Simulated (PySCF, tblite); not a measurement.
# C9H27NSi3: NMR shifts, core binding energies, part 2 of 2

tblite 0.8.0 and PySCF 2.14.0. Atoms count from 0. Earlier steps stand in the parts before.

## 5. NMR shifts: GIAO KT3/pcSseg-2

The job: settings as JSON, then the geometry in Å.

```
{"job": {"kind": "nmr", "xc": "KT3", "basis": "pcSseg-2", "pop": false}, "charge": 0, "multiplicity": 1}
C     -0.266813     2.443681    -1.937230
Si    -0.892627     1.429064    -0.477901
C     -0.895006     2.459773     1.100997
C     -2.699986     1.088570    -0.894930
N      0.049936    -0.051434    -0.234885
Si     1.769369     0.075882     0.169485
C      2.825526    -1.130537    -0.819763
C      2.018912    -0.181941     2.020288
C      2.494166     1.769687    -0.232095
Si    -0.799125    -1.572761     0.084367
C     -1.806723    -1.426960     1.671275
C      0.375674    -3.026761     0.331187
C     -1.887944    -2.098286    -1.360808
H      0.629858     3.036926    -1.716527
H     -1.061400     3.139408    -2.251290
H     -0.041319     1.785844    -2.791551
H     -1.497206     3.373169     0.970246
H      0.115276     2.767256     1.409658
H     -1.332477     1.879054     1.928572
H     -3.231108     0.453407    -0.172385
H     -2.815261     0.650690    -1.897377
H     -3.207034     2.067613    -0.903615
H      2.789053    -2.161085    -0.443047
H      2.511481    -1.141244    -1.875480
H      3.875079    -0.797495    -0.784537
H      1.452298     0.577390     2.582666
H      3.082604    -0.078870     2.288745
H      1.680821    -1.170571     2.364558
H      3.533815     1.757820     0.135119
H      2.532281     1.957899    -1.314940
H      1.986387     2.615055     0.253353
H     -2.326088    -2.372919     1.893518
H     -2.565236    -0.631525     1.623902
H     -1.139682    -1.198312     2.517699
H      0.928113    -3.274107    -0.586897
H      1.096310    -2.902052     1.151999
H     -0.253948    -3.897439     0.578921
H     -2.132936    -3.166925    -1.251792
H     -1.344621    -1.974576    -2.311087
H     -2.832102    -1.543810    -1.433937
```

With the program's defaults for keys left out, this is: GIAO KT3/pcSseg-2 NMR shielding, non-relativistic, gas phase.

The program printed:

```text
start: PBE on a coarse grid of 30556 points
cycle   1  E = -1281.3042605691  dE =  3.834e-01  |g| = 1.384e+00  |ddm| = 4.353e+00
cycle   2  E = -1280.5333017809  dE =  7.710e-01  |g| = 2.154e+00  |ddm| = 3.193e+00
cycle   3  E = -1281.7472482047  dE = -1.214e+00  |g| = 3.450e-01  |ddm| = 2.642e+00
cycle   4  E = -1281.7752072633  dE = -2.796e-02  |g| = 1.018e-01  |ddm| = 4.465e-01
cycle   5  E = -1281.7771345864  dE = -1.927e-03  |g| = 4.282e-02  |ddm| = 9.365e-02
cycle   6  E = -1281.7776021117  dE = -4.675e-04  |g| = 2.329e-03  |ddm| = 4.970e-02
final grid: 260120 points
cycle   7  E = -1296.4341876825  dE = -5.259e-02  |g| = 2.603e-01  |ddm| = 1.104e+00
cycle   8  E = -1296.4351793918  dE = -9.917e-04  |g| = 1.509e-01  |ddm| = 1.777e-01
cycle   9  E = -1296.4354466195  dE = -2.672e-04  |g| = 9.609e-02  |ddm| = 1.635e-01
cycle  10  E = -1296.4376337149  dE = -2.187e-03  |g| = 3.200e-03  |ddm| = 8.530e-02
cycle  11  E = -1296.4376360955  dE = -2.381e-06  |g| = 1.758e-03  |ddm| = 5.174e-03
cycle  12  E = -1296.4376375805  dE = -1.485e-06  |g| = 3.216e-04  |ddm| = 2.312e-03
cycle  13  E = -1296.4376354051  dE =  2.175e-06  |g| = 1.481e-04  |ddm| = 5.644e-04
cycle  14  E = -1296.4376364299  dE = -1.025e-06  |g| = 2.494e-05  |ddm| = 1.933e-04
converged SCF energy = -1296.4376364299

GIAO shielding tensors (ppm)
atom      isotropic    diamagn.    paramagn.     s11        s22        s33       span
  0 C      176.119     247.919     -71.800    167.195    176.120    185.044     17.849
  1 Si     354.597     887.329    -532.733    336.609    349.045    378.135     41.526
  2 C      177.045     249.367     -72.322    170.408    175.152    185.574     15.166
  3 C      174.452     249.645     -75.193    165.414    176.438    181.504     16.090
  4 N      201.485     339.378    -137.894    193.970    194.270    216.214     22.244
  5 Si     354.621     887.252    -532.631    336.816    349.052    377.995     41.179
  6 C      176.050     248.011     -71.961    166.935    176.250    184.964     18.028
  7 C      177.032     249.380     -72.348    170.597    175.000    185.499     14.902
  8 C      174.503     249.669     -75.167    165.294    176.536    181.678     16.384
  9 Si     354.608     887.399    -532.791    336.818    349.349    377.657     40.840
 10 C      177.215     249.337     -72.122    170.878    175.127    185.640     14.762
 11 C      174.322     249.794     -75.472    165.182    176.214    181.570     16.388
 12 C      176.278     247.759     -71.482    167.036    176.355    185.443     18.406
 13 H       30.921      33.748      -2.827     26.009     31.104     35.650      9.641
 14 H       31.463      30.695       0.768     26.820     29.486     38.083     11.263
 15 H       31.244      34.368      -3.124     28.266     29.696     35.770      7.504
 16 H       31.400      31.153       0.247     27.345     28.344     38.512     11.167
 17 H       30.932      35.528      -4.597     26.733     30.708     35.355      8.622
 18 H       31.175      35.640      -4.465     27.801     30.377     35.348      7.546
 19 H       30.804      35.275      -4.471     26.678     30.570     35.163      8.485
 20 H       31.005      34.490      -3.486     27.376     30.156     35.482      8.106
 21 H       31.475      31.348       0.127     27.507     29.035     37.884     10.377
 22 H       30.885      33.817      -2.931     25.929     31.099     35.628      9.699
 23 H       31.239      34.351      -3.112     28.262     29.672     35.782      7.521
 24 H       31.468      30.669       0.799     26.833     29.449     38.121     11.288
 25 H       31.184      35.656      -4.472     27.823     30.376     35.352      7.529
 26 H       31.398      31.080       0.318     27.342     28.353     38.498     11.156
 27 H       30.926      35.510      -4.584     26.709     30.704     35.365      8.657
 28 H       31.485      31.289       0.197     27.501     29.038     37.916     10.414
 29 H       30.985      34.545      -3.561     27.219     30.305     35.430      8.211
 30 H       30.820      35.192      -4.372     26.726     30.567     35.167      8.440
 31 H       31.393      31.076       0.317     27.331     28.326     38.523     11.192
 32 H       30.924      35.515      -4.591     26.725     30.700     35.346      8.621
 33 H       31.186      35.628      -4.442     27.822     30.366     35.369      7.546
 34 H       30.951      34.673      -3.722     27.086     30.410     35.356      8.270
 35 H       30.810      35.133      -4.322     26.722     30.559     35.151      8.429
 36 H       31.479      31.310       0.169     27.492     29.027     37.919     10.426
 37 H       31.477      30.705       0.772     26.856     29.431     38.143     11.287
 38 H       31.246      34.313      -3.067     28.286     29.650     35.800      7.514
 39 H       30.919      33.785      -2.866     25.930     31.119     35.708      9.778
```

It took 41 s on 4 threads of Arm Neoverse V2, shared host; peak memory 2.2 GiB.

## 6. NMR shifts: GIAO PBE0/pcSseg-1 in chloroform

The job, as its differences from that of step 5:

```diff
@@ -1,2 +1,2 @@
-{"job": {"kind": "nmr", "xc": "KT3", "basis": "pcSseg-2", "pop": false}, "charge": 0, "multiplicity": 1}
+{"job": {"kind": "nmr", "xc": "PBE0", "basis": "pcSseg-1", "pop": false, "solvent": "chloroform"}, "charge": 0, "multiplicity": 1}
 C     -0.266813     2.443681    -1.937230
```

Method: GIAO PBE0/pcSseg-1 NMR shielding, non-relativistic, IEF-PCM chloroform.

The program printed:

```text
start: PBE on a coarse grid of 30556 points
cycle   1  E = -1280.9613702428  dE =  4.253e-01  |g| = 1.327e+00  |ddm| = 5.706e+00
cycle   2  E = -1280.3498670740  dE =  6.115e-01  |g| = 1.989e+00  |ddm| = 3.130e+00
cycle   3  E = -1281.3899660082  dE = -1.040e+00  |g| = 2.517e-01  |ddm| = 2.233e+00
cycle   4  E = -1281.4041572967  dE = -1.419e-02  |g| = 6.855e-02  |ddm| = 3.356e-01
cycle   5  E = -1281.4051016499  dE = -9.444e-04  |g| = 2.181e-02  |ddm| = 7.235e-02
cycle   6  E = -1281.4052366775  dE = -1.350e-04  |g| = 1.009e-03  |ddm| = 3.120e-02
final grid: 260120 points
cycle   7  E = -1281.6705273856  dE = -8.997e-03  |g| = 3.478e-02  |ddm| = 2.985e-01
cycle   8  E = -1281.6705021654  dE =  2.522e-05  |g| = 3.617e-02  |ddm| = 6.839e-02
cycle   9  E = -1281.6708328167  dE = -3.307e-04  |g| = 3.091e-03  |ddm| = 3.032e-02
cycle  10  E = -1281.6708336254  dE = -8.087e-07  |g| = 2.868e-03  |ddm| = 5.356e-03
cycle  11  E = -1281.6708334116  dE =  2.138e-07  |g| = 2.341e-04  |ddm| = 3.124e-03
cycle  12  E = -1281.6708342224  dE = -8.108e-07  |g| = 5.363e-05  |ddm| = 2.283e-04
converged SCF energy = -1281.6708342224

GIAO shielding tensors (ppm)
atom      isotropic    diamagn.    paramagn.     s11        s22        s33       span
  0 C      179.513     258.304     -78.791    170.334    179.678    188.529     18.195
  1 Si     346.703     885.666    -538.963    329.081    341.428    369.599     40.518
  2 C      180.560     259.905     -79.346    173.242    179.067    189.370     16.128
  3 C      178.186     259.769     -81.583    169.419    179.865    185.272     15.853
  4 N      212.454     345.312    -132.858    203.737    204.003    229.622     25.885
  5 Si     346.742     885.620    -538.878    329.329    341.414    369.482     40.153
  6 C      179.451     258.293     -78.841    170.087    179.817    188.450     18.363
  7 C      180.553     259.877     -79.324    173.435    178.916    189.307     15.872
  8 C      178.264     259.705     -81.442    169.335    179.994    185.462     16.126
  9 Si     346.705     885.650    -538.945    329.300    341.687    369.127     39.827
 10 C      180.718     259.877     -79.158    173.727    179.021    189.407     15.680
 11 C      178.092     259.730     -81.638    169.243    179.667    185.366     16.123
 12 C      179.679     258.281     -78.602    170.164    179.917    188.956     18.792
 13 H       30.861      34.697      -3.836     25.423     31.040     36.122     10.699
 14 H       31.393      31.308       0.084     26.267     29.175     38.735     12.468
 15 H       31.135      34.747      -3.611     27.699     29.433     36.274      8.575
 16 H       31.363      31.750      -0.387     26.892     28.022     39.174     12.282
 17 H       30.787      35.927      -5.140     26.025     30.556     35.781      9.756
 18 H       31.041      36.223      -5.182     27.130     30.206     35.787      8.657
 19 H       30.760      35.932      -5.172     26.169     30.549     35.563      9.394
 20 H       30.969      35.150      -4.181     26.976     29.884     36.048      9.072
 21 H       31.378      31.904      -0.527     26.857     28.765     38.511     11.655
 22 H       30.826      34.749      -3.923     25.337     31.053     36.090     10.753
 23 H       31.135      34.702      -3.568     27.698     29.408     36.298      8.600
 24 H       31.397      31.255       0.142     26.279     29.136     38.777     12.498
 25 H       31.050      36.221      -5.170     27.152     30.206     35.793      8.641
 26 H       31.358      31.682      -0.324     26.886     28.026     39.162     12.276
 27 H       30.786      35.923      -5.137     26.006     30.558     35.793      9.787
 28 H       31.386      31.819      -0.433     26.846     28.765     38.548     11.702
 29 H       30.953      35.212      -4.259     26.807     30.054     35.997      9.190
 30 H       30.773      35.836      -5.063     26.218     30.526     35.576      9.358
 31 H       31.355      31.687      -0.333     26.880     28.002     39.181     12.301
 32 H       30.783      35.931      -5.149     26.023     30.554     35.772      9.749
 33 H       31.052      36.201      -5.149     27.151     30.200     35.806      8.655
 34 H       30.921      35.317      -4.396     26.670     30.177     35.917      9.246
 35 H       30.769      35.773      -5.005     26.221     30.517     35.568      9.347
 36 H       31.382      31.818      -0.436     26.839     28.752     38.556     11.717
 37 H       31.405      31.295       0.110     26.302     29.117     38.796     12.494
 38 H       31.140      34.696      -3.556     27.711     29.395     36.314      8.603
 39 H       30.857      34.777      -3.920     25.332     31.064     36.175     10.843
```

It took 21 s on 4 threads of Arm Neoverse V2, shared host; peak memory 2.1 GiB.

## 7. Core binding energies: delta-SCF UKS SCAN, pcX-2 on the ionised atom, pcseg-1

The job, as its differences from that of step 6:

```diff
@@ -1,2 +1,2 @@
-{"job": {"kind": "nmr", "xc": "PBE0", "basis": "pcSseg-1", "pop": false, "solvent": "chloroform"}, "charge": 0, "multiplicity": 1}
+{"job": {"kind": "xps", "atoms": [0, 1, 2, 3]}, "charge": 0, "multiplicity": 1}
 C     -0.266813     2.443681    -1.937230
```

Level: delta-SCF UKS SCAN, pcX-2 on the ionised atom, pcseg-1 elsewhere, spin-free X2C (atomic blocks).

The program printed:

```text
ground state, core basis on atom 0 (C), 360 functions
  cycle   1  E = -1283.74531913  |g| = 1.18e+00
  cycle   2  E = -1283.47708313  |g| = 1.51e+00
  cycle   3  E = -1284.09877053  |g| = 2.18e-01
  cycle   4  E = -1284.11046037  |g| = 5.80e-02
  cycle   5  E = -1284.11120616  |g| = 1.83e-02
  cycle   6  E = -1284.11130112  |g| = 4.06e-03
  cycle   7  E = -1284.11130231  |g| = 1.21e-03
  cycle   8  E = -1284.11130303  |g| = 3.47e-04
  E(ground) = -1284.23446563 Eh
hole in C 1s of atom 0
  cycle   1  E = -1272.89647918  |g| = 1.51e+00
  cycle   2  E = -1272.20206397  |g| = 1.80e+00
  cycle   3  E = -1273.41589695  |g| = 3.53e-01
  cycle   4  E = -1273.44826054  |g| = 2.18e-01
  cycle   5  E = -1273.46975310  |g| = 7.51e-02
  cycle   6  E = -1273.47205412  |g| = 2.53e-02
  cycle   7  E = -1273.47237599  |g| = 5.76e-03
  cycle   8  E = -1273.47239677  |g| = 2.28e-03
  cycle   9  E = -1273.47239908  |g| = 1.04e-03
  E(ion) = -1273.59433074 Eh   <S^2> = 0.7664   hole on atom = 1.000   binding energy = 289.533 eV
ground state, core basis on atom 1 (Si), 371 functions
  cycle   1  E = -1284.21328179  |g| = 2.88e-01
  cycle   2  E = -1284.21326350  |g| = 4.85e-02
  cycle   3  E = -1284.21314279  |g| = 4.47e-02
  cycle   4  E = -1284.21357363  |g| = 7.90e-03
  cycle   5  E = -1284.21358891  |g| = 1.06e-03
  cycle   6  E = -1284.21358968  |g| = 1.49e-04
  E(ground) = -1284.29481454 Eh
hole in Si 1s of atom 1
  cycle   1  E = -1215.29881018  |g| = 4.35e+00
  cycle   2  E = -1215.06960656  |g| = 2.32e+00
  cycle   3  E = -1215.75520775  |g| = 9.95e-01
  cycle   4  E = -1216.33111488  |g| = 2.76e-01
  cycle   5  E = -1216.36938957  |g| = 8.92e-02
  cycle   6  E = -1216.37223720  |g| = 4.62e-02
  cycle   7  E = -1216.37307775  |g| = 2.05e-02
  cycle   8  E = -1216.37328349  |g| = 4.95e-03
  cycle   9  E = -1216.37329561  |g| = 9.85e-04
  E(ion) = -1216.46242027 Eh   <S^2> = 0.7520   hole on atom = 1.000   binding energy = 1845.813 eV
hole in Si 2p of atom 1
  cycle   1  E = -1279.96218380  |g| = 1.25e+00
  cycle   2  E = -1279.61636227  |g| = 1.31e+00
  cycle   3  E = -1280.23961695  |g| = 3.32e-01
  cycle   4  E = -1280.30151799  |g| = 8.08e-02
  cycle   5  E = -1280.30333618  |g| = 5.43e-02
  cycle   6  E = -1280.30484328  |g| = 1.48e-02
  cycle   7  E = -1280.30492731  |g| = 6.93e-03
  cycle   8  E = -1280.30495221  |g| = 9.50e-04
  cycle   9  E = -1280.30495157  |g| = 3.61e-04
  E(ion) = -1280.39721600 Eh   <S^2> = 0.7519   hole on atom = 1.003   binding energy = 106.059 eV
  2p3/2 = 105.869 eV   2p1/2 = 106.493 eV
```

Run time: 70 s. Hardware: 4 threads of Arm Neoverse V2, shared host; peak memory 1.8 GiB.

The holes in one table. −ε is the ground-state orbital energy:

| hole | stands for | environment | ΔSCF (eV; 2p as the shell's mean) | −ε (eV) | ⟨S²⟩ | measured (eV) |
| --- | --- | --- | --- | --- | --- | --- |
| C1s on C0 | C0, C2, C3, C6, C7 and 4 more | methyl carbon bonded to Si | 289.53 | 272.8 | 0.766 | 289.60 |
| Si1s on Si1 | Si1, Si5, Si9 | silicon bonded to 3 C, N | 1845.81 | 1793.1 | 0.752 | – |
| Si2p on Si1 | Si1, Si5, Si9 | silicon bonded to 3 C, N | 106.08 | 95.8 | 0.752 | 106.35 |

Measured: gas; Beach, A photoelectron spectroscopic study of bonding in inorganic and organometallic compounds, PhD thesis, LBL 1985.

Each hole run stands for the others of its class of like atoms.

With the spin-orbit splitting: Si1 2p3/2 105.87, 2p1/2 106.49 eV. The table gives each 2p level as the mean over the whole 2p shell (two parts 2p3/2, one part 2p1/2), which differs a little from the single hole in the log.

## 8. What came out

The summary covers parts 1 to 2.

| quantity | value |
| --- | --- |
| rotational constants (main isotopes) | 0.55, 0.55, 0.38 GHz |
| ¹³C shifts against TMS (PBE0/pcSseg-2, means over atoms taken as alike) | 5.7 ppm |
| ¹H shifts against TMS (PBE0/pcSseg-2, means over atoms taken as alike) | 0.19 ppm |
| ²⁹Si shifts against TMS (PBE0/pcSseg-2, means over atoms taken as alike) | 4.1 ppm |
| ¹⁵N shifts against NH3 (PBE0/pcSseg-2) | 56.9 ppm |
| C1s binding energies, SCAN/pcX-2 | C0 289.53 eV |
| Si1s binding energies, SCAN/pcX-2 | Si1 1845.81 eV |
| Si2p binding energies, SCAN/pcX-2 | Si1 106.08 eV |

What this shows: Over 11 steps the energy fell by 0.237 eV; of the close pairs, C0–Si1 changed most, 1.911 to 1.884 Å (PBE0/def2-SVP). No frequency check was run at this level, so the end point may be a saddle. At PBE0/pcSseg-2: The largest span, 41 ppm, is at Si1, Si5, Si9, where the paramagnetic term is -547 ppm. At SCAN/pcX-2, against 2 measured binding energies, the mean signed error is -0.17 eV.
